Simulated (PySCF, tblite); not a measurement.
# C₅H₁₁FOSi: geometry, infrared bands and NMR shifts

What infrared bands and NMR shifts should C₅H₁₁FOSi (`CCO/C([SiH3])=C\CF`) show?

Computed with tblite 0.8.0 and PySCF 2.14.0, with density-fitted response routines of our own, on a single molecule in the gas phase. Atoms count from 0, in the outputs and in this text.

## Step 1: The starting structure

19 atoms, charge 0, multiplicity 1; geometry from: force field or distance geometry start.

Bonds of the start (Å): C0–C1 1.51, C1–O2 1.44, O2–C3 1.38, C3–Si4 1.86, C3–C5 1.35, C5–C6 1.49, C6–F7 1.37, C0–H8 1.10, C0–H9 1.09, C0–H10 1.10, C1–H11 1.09, C1–H12 1.12, Si4–H13 1.48, Si4–H14 1.49, Si4–H15 1.48, C5–H16 1.10, C6–H17 1.09, C6–H18 1.09.

## Step 2: Optimising the geometry with GFN2-xTB

The job: settings as JSON, then the geometry in Å.

```
{"job": {"kind": "relax", "xc": "GFN2-xTB", "basis": "xTB"}, "charge": 0, "multiplicity": 1}
C     -2.522000    -1.099600    -0.120700
C     -1.468900    -0.088400     0.265800
O     -0.345000    -0.254000    -0.617300
C      0.730700     0.536200    -0.248900
Si     0.814800     2.282600    -0.888900
C      1.735600    -0.016300     0.463900
C      1.800500    -1.421400     0.956400
F      2.019200    -1.421500     2.309200
H     -3.398200    -1.020100     0.535600
H     -2.142500    -2.118700    -0.059000
H     -2.851500    -0.935700    -1.156700
H     -1.875200     0.918200     0.201400
H     -1.156600    -0.279400     1.319900
H     -0.410000     3.020400    -0.507900
H      1.992600     2.991000    -0.319000
H      0.933000     2.277200    -2.364500
H      2.614100     0.582700     0.732400
H      2.635500    -1.956100     0.492000
H      0.884200    -1.987800     0.775200
```

Started as:

```bash
> OMP_NUM_THREADS=1 python probes_run.py task.json out
```

One launch serves the whole session: the jobs run in the order shown.

The program printed:

```text
step      E/eV     max force
  0    -729.33779    1.644
  1    -729.39186    1.008
  2    -729.40416    0.306
  3    -729.40819    0.123
  4    -729.41093    0.085
  5    -729.41200    0.097
  6    -729.41369    0.091
  7    -729.41482    0.082
  8    -729.41597    0.077
  9    -729.41687    0.073
 10    -729.41771    0.077
 11    -729.41846    0.082
 12    -729.41916    0.070
 13    -729.41976    0.054
 14    -729.42028    0.057
 15    -729.42082    0.063
 16    -729.42144    0.065
 17    -729.42211    0.061
 18    -729.42270    0.056
 19    -729.42312    0.055
 20    -729.42343    0.044
 21    -729.42371    0.040
 22    -729.42399    0.038
 23    -729.42428    0.055
 24    -729.42460    0.053
 25    -729.42496    0.042
 26    -729.42535    0.045
 27    -729.42569    0.036
 28    -729.42595    0.035
 29    -729.42617    0.030
 30    -729.42641    0.032
 31    -729.42664    0.031
 32    -729.42683    0.025
 33    -729.42698    0.028
 34    -729.42713    0.030
 35    -729.42732    0.037
 36    -729.42753    0.036
 37    -729.42772    0.027
 38    -729.42785    0.027
 39    -729.42799    0.028
 40    -729.42816    0.032
 41    -729.42836    0.038
 42    -729.42860    0.038
 43    -729.42888    0.043
 44    -729.42932    0.058
 45    -729.43010    0.071
 46    -729.43147    0.086
 47    -729.43328    0.109
 48    -729.43516    0.102
 49    -729.43755    0.135
 50    -729.43983    0.122
 51    -729.43932    0.354
 52    -729.44301    0.099
 53    -729.44452    0.094
 54    -729.44922    0.140
 55    -729.45110    0.143
 56    -729.45602    0.136
 57    -729.45918    0.122
 58    -729.46287    0.117
 59    -729.45647    0.454
 60    -729.46763    0.153
 61    -729.46900    0.130
 62    -729.47114    0.071
 63    -729.47283    0.110
 64    -729.47490    0.108
 65    -729.47750    0.129
 66    -729.47980    0.111
 67    -729.48220    0.137
 68    -729.48471    0.167
 69    -729.48750    0.154
 70    -729.49113    0.142
 71    -729.49614    0.131
 72    -729.50000    0.141
 73    -729.50491    0.138
 74    -729.50876    0.128
 75    -729.51222    0.153
 76    -729.51153    0.275
 77    -729.51755    0.152
 78    -729.51956    0.118
 79    -729.52298    0.093
 80    -729.52475    0.109
 81    -729.52804    0.132
 82    -729.53066    0.118
 83    -729.53350    0.071
 84    -729.53454    0.072
 85    -729.53563    0.069
 86    -729.53677    0.103
 87    -729.53774    0.074
 88    -729.53841    0.079
 89    -729.53891    0.044
 90    -729.53927    0.049
 91    -729.53965    0.048
 92    -729.54007    0.043
 93    -729.54043    0.038
 94    -729.54074    0.037
 95    -729.54102    0.037
 96    -729.54128    0.044
 97    -729.54152    0.037
 98    -729.54175    0.039
 99    -729.54201    0.048
100    -729.54234    0.052
101    -729.54273    0.053
102    -729.54311    0.053
103    -729.54343    0.045
104    -729.54371    0.040
105    -729.54398    0.046
106    -729.54432    0.046
107    -729.54476    0.039
108    -729.54524    0.050
109    -729.54560    0.031
110    -729.54580    0.023
111    -729.54592    0.026
112    -729.54602    0.033
113    -729.54618    0.037
114    -729.54636    0.028
115    -729.54647    0.017
116    -729.54653    0.016
117    -729.54658    0.015
118    -729.54663    0.014
119    -729.54667    0.013
120    -729.54670    0.012
121    -729.54673    0.014
122    -729.54676    0.015
123    -729.54681    0.013
124    -729.54686    0.017
125    -729.54691    0.019
126    -729.54695    0.016
127    -729.54699    0.016
128    -729.54705    0.017
129    -729.54713    0.021
130    -729.54723    0.026
131    -729.54738    0.030
132    -729.54757    0.031
133    -729.54780    0.038
134    -729.54808    0.035
135    -729.54837    0.039
136    -729.54878    0.052
137    -729.54918    0.051
138    -729.54952    0.038
139    -729.54971    0.032
140    -729.54985    0.033
141    -729.54998    0.034
142    -729.55018    0.028
143    -729.55035    0.027
144    -729.55055    0.037
145    -729.55079    0.041
146    -729.55105    0.031
147    -729.55127    0.031
148    -729.55143    0.030
149    -729.55161    0.042
150    -729.55186    0.052
151    -729.55220    0.045
152    -729.55259    0.059
153    -729.55290    0.041
154    -729.55315    0.038
155    -729.55333    0.030
156    -729.55353    0.026
157    -729.55370    0.032
158    -729.55387    0.031
159    -729.55409    0.037
160    -729.55446    0.051
161    -729.55508    0.061
162    -729.55592    0.074
163    -729.55680    0.079
164    -729.55768    0.080
165    -729.55806    0.139
166    -729.55922    0.126
167    -729.56021    0.084
168    -729.56152    0.070
169    -729.56216    0.060
170    -729.56281    0.049
171    -729.56322    0.045
172    -729.56366    0.044
173    -729.56403    0.045
174    -729.56441    0.042
175    -729.56473    0.040
176    -729.56504    0.045
177    -729.56544    0.035
178    -729.56586    0.055
179    -729.56636    0.053
180    -729.56677    0.070
181    -729.56752    0.061
182    -729.56832    0.055
183    -729.56938    0.073
184    -729.57018    0.074
185    -729.57104    0.076
186    -729.57234    0.080
187    -729.57322    0.059
188    -729.57418    0.065
189    -729.57524    0.064
190    -729.57591    0.050
191    -729.57646    0.038
192    -729.57673    0.038
193    -729.57684    0.034
194    -729.57695    0.023
195    -729.57703    0.018
196    -729.57710    0.020
197    -729.57715    0.013
198    -729.57718    0.012
199    -729.57719    0.012
200    -729.57721    0.009
```

It took 2.3 s on 1 thread of Arm Neoverse N1, shared host.

The steps of the relaxation: (not every step is listed)

```tsv
step	energy from step 0 (eV)	largest force (eV/Å)
0	0.0000	1.6440
1	-0.0541	1.0078
2	-0.0664	0.3058
3	-0.0704	0.1227
4	-0.0731	0.0851
5	-0.0742	0.0966
6	-0.0759	0.0909
7	-0.0770	0.0816
8	-0.0782	0.0769
26	-0.0876	0.0453
44	-0.0915	0.0581
62	-0.1333	0.0707
80	-0.1870	0.1088
98	-0.2040	0.0395
116	-0.2087	0.0155
134	-0.2103	0.0351
152	-0.2148	0.0589
170	-0.2250	0.0486
188	-0.2364	0.0654
195	-0.2392	0.0182
196	-0.2393	0.0197
197	-0.2394	0.0125
198	-0.2394	0.0116
199	-0.2394	0.0119
200	-0.2394	0.0093
```

Distances of close pairs at the start and the end, largest changes first:

```tsv
bond	before (Å)	after (Å)	change (Å)
C3–Si4	1.862	1.895	+0.034
Si4–H14	1.488	1.458	-0.030
C1–O2	1.439	1.411	-0.028
C5–H16	1.097	1.076	-0.020
C1–H12	1.116	1.099	-0.017
O2–C3	1.385	1.370	-0.015
Si4–H13	1.480	1.466	-0.014
Si4–H15	1.480	1.467	-0.013
```

The end geometry stands in the next job.

## Step 3: Vibrational analysis with GFN2-xTB

The job: settings as JSON, then the geometry in Å.

```
{"job": {"kind": "ir", "xc": "GFN2-xTB", "basis": "xTB"}, "charge": 0, "multiplicity": 1}
C     -2.585561    -1.090608    -0.223922
C     -1.619606     0.080670    -0.132743
O     -0.323681    -0.442091     0.060788
C      0.730986     0.431286     0.103256
Si     0.588635     2.240877    -0.442646
C      1.908231    -0.063931     0.501617
C      2.106373    -1.483552     0.919391
F      3.154488    -1.592757     1.805374
H     -3.599211    -0.725628    -0.362395
H     -2.539413    -1.679557     0.687952
H     -2.316494    -1.728444    -1.061420
H     -1.657894     0.675398    -1.055453
H     -1.893459     0.731460     0.708979
H     -0.441562     2.932904     0.337462
H      1.892828     2.854170    -0.220597
H      0.230263     2.309542    -1.863439
H      2.782965     0.562974     0.526395
H      2.358696    -2.125681     0.064845
H      1.213611    -1.877782     1.415632
```

The program printed:

```text
mode    cm-1     km/mol
  1      33.9      3.26
  2      56.7      0.67
  3      83.9      5.58
  4     106.7      2.69
  5     122.1      0.37
  6     159.7      1.33
  7     183.9      0.94
  8     209.0      0.83
  9     286.4      0.76
 10     340.1     10.58
 11     398.0      3.31
 12     444.1     15.86
 13     493.1     22.90
 14     570.1     67.36
 15     587.5     57.47
 16     721.5      8.07
 17     762.8     11.37
 18     778.8    160.25
 19     787.5    213.96
 20     803.5    376.24
 21     840.4      1.29
 22     937.7      1.89
 23     964.8     28.57
 24    1019.2     42.00
 25    1079.0      8.84
 26    1101.9     15.30
 27    1140.1     42.09
 28    1141.0     56.30
 29    1157.0    179.74
 30    1195.0     10.59
 31    1253.4     43.70
 32    1254.2     31.84
 33    1318.6     19.36
 34    1336.3      5.90
 35    1400.6      8.09
 36    1432.0      2.06
 37    1474.8      3.63
 38    1482.5      4.21
 39    1492.7      3.25
 40    1648.6     39.11
 41    2232.8    355.10
 42    2244.9    223.95
 43    2311.0    277.40
 44    2873.3     57.94
 45    2894.3     30.18
 46    2900.3     55.83
 47    2947.2     17.34
 48    3049.9     20.41
 49    3050.5     21.97
 50    3053.9     21.83
 51    3122.0     15.44
```

Wall time 1.1 s (1 thread of Arm Neoverse N1, shared host).

The strongest bands and the atoms that carry them (share of the mass-weighted mode):

```tsv
cm⁻¹	km/mol	atoms
570	67.4	H15 36 %, H14 20 %, C3 20 %
779	160.2	H14 53 %, H15 23 %, H13 20 %
788	214.0	H15 47 %, H13 46 %
804	376.2	H14 34 %, H13 28 %, H15 22 %
1157	179.7	H16 28 %, C3 23 %, O2 19 %
2233	355.1	H15 85 %, H13 11 %
2245	223.9	H13 85 %, H15 12 %
2311	277.4	H14 97 %
```

## Step 4: Shielding tensors: PBE0/pcSseg-1

The job, as its differences from that of step 3:

```diff
@@ -1,2 +1,2 @@
-{"job": {"kind": "ir", "xc": "GFN2-xTB", "basis": "xTB"}, "charge": 0, "multiplicity": 1}
+{"job": {"kind": "nmr", "xc": "PBE0", "basis": "pcSseg-1"}, "charge": 0, "multiplicity": 1}
 C     -2.585561    -1.090608    -0.223922
```

Level: GIAO PBE0/pcSseg-1 NMR shielding, non-relativistic, gas phase.

The program printed:

```text
coarse grid: 16048 points
cycle   1  E = -660.9309372456  dE =  8.017e-01  |g| = 6.601e-01  |ddm| = 3.751e+00
cycle   2  E = -660.8711629545  dE =  5.977e-02  |g| = 9.040e-01  |ddm| = 1.307e+00
cycle   3  E = -661.0087748085  dE = -1.376e-01  |g| = 1.068e-01  |ddm| = 8.339e-01
cycle   4  E = -661.0104185473  dE = -1.644e-03  |g| = 5.341e-02  |ddm| = 1.164e-01
cycle   5  E = -661.0109894854  dE = -5.709e-04  |g| = 1.443e-02  |ddm| = 5.344e-02
cycle   6  E = -661.0110356273  dE = -4.614e-05  |g| = 4.720e-03  |ddm| = 1.672e-02
cycle   7  E = -661.0110410046  dE = -5.377e-06  |g| = 9.182e-04  |ddm| = 4.115e-03
final grid: 149872 points
cycle   8  E = -661.0755243950  dE = -3.539e-05  |g| = 1.159e-02  |ddm| = 2.944e-02
cycle   9  E = -661.0754944970  dE =  2.990e-05  |g| = 1.744e-02  |ddm| = 1.910e-02
cycle  10  E = -661.0755495149  dE = -5.502e-05  |g| = 1.983e-03  |ddm| = 1.247e-02
cycle  11  E = -661.0755504301  dE = -9.153e-07  |g| = 3.480e-04  |ddm| = 2.072e-03
cycle  12  E = -661.0755504515  dE = -2.137e-08  |g| = 1.758e-04  |ddm| = 4.480e-04
cycle  13  E = -661.0755504587  dE = -7.183e-09  |g| = 2.778e-05  |ddm| = 1.577e-04
cycle  14  E = -661.0755504588  dE = -1.348e-10  |g| = 1.176e-05  |ddm| = 2.853e-05
converged SCF energy = -661.0755504588

GIAO shielding tensors (ppm)
atom      isotropic    diamagn.    paramagn.     s11        s22        s33       span
  0 C      168.942     246.202     -77.260    153.134    168.030    185.662     32.527
  1 C      117.864     248.465    -130.601     84.002    105.757    163.834     79.832
  2 O      197.132     403.026    -205.894     85.224    239.109    267.064    181.840
  3 C       28.640     258.001    -229.362    -56.257     43.161     99.015    155.271
  4 Si     429.584     881.274    -451.690    392.049    436.781    459.922     67.873
  5 C       57.161     258.240    -201.079    -50.611     93.538    128.557    179.168
  6 C      104.034     245.644    -141.610     72.491     81.600    158.011     85.520
  7 F      426.713     467.436     -40.722    403.976    413.296    462.868     58.892
  8 H       30.659      27.410       3.248     26.562     27.856     37.558     10.996
  9 H       30.168      29.653       0.514     26.244     28.544     35.715      9.472
 10 H       30.205      29.784       0.421     26.599     28.346     35.668      9.069
 11 H       27.622      32.695      -5.073     22.445     29.602     30.818      8.373
 12 H       27.635      32.363      -4.728     23.040     28.419     31.445      8.405
 13 H       27.168      29.808      -2.639     23.660     26.344     31.500      7.840
 14 H       27.801      29.685      -1.883     24.351     26.838     32.214      7.863
 15 H       27.119      29.775      -2.656     23.775     25.681     31.901      8.126
 16 H       26.087      32.593      -6.506     23.704     24.697     29.861      6.157
 17 H       26.403      29.076      -2.674     22.008     27.938     29.261      7.253
 18 H       25.921      30.842      -4.921     20.862     25.896     31.005     10.143
```

Run time: 64 s. Hardware: 1 thread of Arm Neoverse N1, shared host; peak memory 0.96 GiB.

Shifts follow as δ = σ(reference) − σ, with reference shieldings (ppm) from runs at the same level and on the same kind of geometry: ¹H TMS 31.72, ¹³C TMS 186.9, ²⁹Si TMS 349.2, ¹⁹F CFCl3 170.9, ¹⁷O H2O 336.1. The references are single molecules in the gas phase, so shifts against H2O, NH3, PH3, H3PO4 or CFCl3 are not on the usual liquid scales and can be off by tens of ppm. Atoms listed in one row are averaged.

```tsv
atoms	environment	σ (ppm)	δ (ppm)	δ scaled to CDCl3
C3	alkene carbon bearing oxygen	28.6	158.3	152.6
C5	β carbon of an enol-ether or enamine type C=C	57.2	129.8	124.7
C6	allylic sp3 CH2 bonded to F	104.0	82.9	79.0
C1	sp3 CH2 bonded to O	117.9	69.1	65.5
C0	methyl carbon	168.9	18.0	15.6
H16	hydrogen on a β carbon of an enol-ether or enamine type C=C	26.09	5.63	5.41
H17, H18	hydrogen on an allylic sp3 CH2 bonded to F	26.16	5.56	5.34
H13, H14, H15	hydrogen on a silicon bonded to C	27.36	4.35	–
H11, H12	hydrogen on an sp3 CH2 bonded to O	27.63	4.09	3.96
H8, H9, H10	hydrogen on a methyl carbon	30.34	1.37	1.40
O2	ether oxygen	197.1	138.9	–
Si4	silicon bonded to C, 3 H	429.6	-80.4	–
F7	fluorine on an sp3 carbon	426.7	-255.8	–
```

The scaled column applies a straight-line fit of computed shieldings to shifts measured in CDCl3, and one for carbons that bear F (root-mean-square error 0.16 ppm for H, 1.9 ppm for C).

Charges from the same density, by scheme (e):

```tsv
atoms	Mulliken	IAO	Hirshfeld	ESP fit
C0	-0.25	-0.42	-0.12	-0.56
C1	-0.04	-0.04	0.01	0.39
O2	-0.48	-0.34	-0.10	-0.29
C3	-0.04	-0.08	-0.03	-0.02
Si4	0.49	0.57	0.30	0.23
C5	-0.31	-0.22	-0.09	-0.22
C6	0.24	0.04	0.02	0.20
F7	-0.35	-0.33	-0.13	-0.26
```

Mayer bond orders: C0–C1 1.08, C1–O2 0.88, O2–C3 0.99, C3–Si4 0.87, C3–C5 1.77, C5–C6 1.04, C6–F7 0.87.

Orbitals, density, ELF and potential are computed afterwards from the orbital file.

Frontier orbitals at PBE0/pcSseg-1, with the share of their density that lies nearest to each atom:

```tsv
orbital	energy (eV)	lies on
HOMO	-6.66	C5 32 %; O2 24 %; C3 20 %
LUMO	-0.05	C3, C5 about 28 % each; Si4 7 %; H13, H15, H16 about 6 % each
```

ELF in a plane through or near 10 of the atoms.

Values, 10 rows by 14 columns:
```
0.00 0.00 0.00 0.00 0.00 0.00 0.00 0.00 0.00 0.00 0.00 0.00 0.00 0.00
0.00 0.00 0.00 0.00 0.00 0.00 0.00 0.00 0.00 0.00 0.00 0.00 0.00 0.00
0.00 0.00 0.05 0.28 0.02 0.26 0.26 0.00 0.00 0.04 0.03 0.00 0.00 0.00
0.00 0.00 0.45 0.80 0.44 0.83 0.41 0.14 0.01 0.65 0.47 0.08 0.01 0.00
0.00 0.00 0.04 0.04 0.66 0.76 0.08 0.73 0.30 0.79 0.62 1.00 0.75 0.00
0.00 0.00 0.03 0.97 0.99 0.69 0.55 0.66 0.42 0.40 0.19 0.93 0.22 0.00
0.00 0.00 0.00 0.36 0.24 0.18 0.86 0.35 0.29 0.88 0.04 0.00 0.00 0.00
0.00 0.00 0.00 0.11 0.99 1.00 0.84 0.29 0.12 0.00 0.00 0.00 0.00 0.00
0.00 0.00 0.00 0.05 0.98 0.96 0.20 0.19 0.04 0.00 0.00 0.00 0.00 0.00
0.00 0.00 0.00 0.00 0.00 0.01 0.00 0.00 0.00 0.00 0.00 0.00 0.00 0.00
```
The map spans 12.5 Å across and 10.9 Å up, centred on the molecule. Atoms in the plane (x, y in Å): C0 (2.6, 1.0), C1 (1.6, -0.1), O2 (0.3, 0.4), C3 (-0.7, -0.4), Si4 (-0.6, -2.3), C5 (-1.9, 0.1), C6 (-2.2, 1.6), H8 (3.6, 0.6), H14 (-1.9, -2.9), H16 (-2.8, -0.5).

log10 of the density (e/Å³) in the same plane.

Ten even steps from ' ' (-4.0) to '@' (1.7):
```
                                                        
                                                        
                                                        
          ..::::::::::::....        ......              
      ..--==============--::......::::--::::..          
      --==++**********++==--::::::--======--::::..      
      --++**##########**++==========******++==--::      
      --==++****##%%##++++++**++++++**####**++==--..    
      ::--====++**####**++##%%##****##@@####**++--..    
      ..::--++**##@@########%%%%######********++--..    
      ..::==++**########%%########@@##**++++====::..    
        ::--++********######**++**##**++==----::..      
        ..::======++++******++++++++++==--::..          
          ..::--==++****%%%%++++======--::..            
          ..::==++**####@@%%**++==--::....              
          ..::==++**********++++==--::..                
          ..::--==++++++++======--::..                  
            ..::::------------::::..                    
              ......::::..........                      
                                                        
```
The map spans 12.5 Å across and 10.9 Å up, centred on the molecule. Atoms in the plane (x, y in Å): C0 (2.6, 1.0), C1 (1.6, -0.1), O2 (0.3, 0.4), C3 (-0.7, -0.4), Si4 (-0.6, -2.3), C5 (-1.9, 0.1), C6 (-2.2, 1.6), H8 (3.6, 0.6), H14 (-1.9, -2.9), H16 (-2.8, -0.5).

On the surface of density 0.002 e/bohr³ the electrostatic potential runs, from the 1st to the 99th percentile, from -1.23 V near F7 to 0.95 V near H15.

## Step 5: Outcome

```
                                                              quantity                               value
                             strongest single infrared mode (GFN2-xTB)                804 cm⁻¹, 376 km/mol
                                          zero-point energy (GFN2-xTB)                       90.5 kcal/mol
                                ¹³C shifts against TMS (PBE0/pcSseg-1)  158.3, 129.8, 82.9, 69.1, 18.0 ppm
¹H shifts against TMS (PBE0/pcSseg-1, means over atoms taken as alike)    5.63, 5.56, 4.35, 4.09, 1.37 ppm
                                ¹⁷O shifts against H2O (PBE0/pcSseg-1)                           138.9 ppm
                               ²⁹Si shifts against TMS (PBE0/pcSseg-1)                           -80.4 ppm
                              ¹⁹F shifts against CFCl3 (PBE0/pcSseg-1)                          -255.8 ppm
                                 surface potential, 1st and 99th percentile                  -1.23 V and 0.95 V
```

In words: Over 200 steps the energy fell by 0.239 eV; of the close pairs, C3–Si4 changed most, 1.862 to 1.895 Å. All 51 modes are real, so the xTB geometry is a minimum. The strongest single mode, at 804 cm⁻¹, is spread over several atoms, H14, H13, H15 among them. GFN2-xTB is a fitted tight-binding method: band positions and strengths are rough. Its intensities can rank the bands wrongly. The most deshielded carbon is C3 (alkene carbon bearing oxygen), at 158.3 ppm: an sp2 carbon further deshielded by the attached heteroatom. H16 (hydrogen on a β carbon of an enol-ether or enamine type C=C) lies farthest downfield among hydrogen, at 5.63 ppm; attached to an sp2 carbon and in the plane of the double bond.
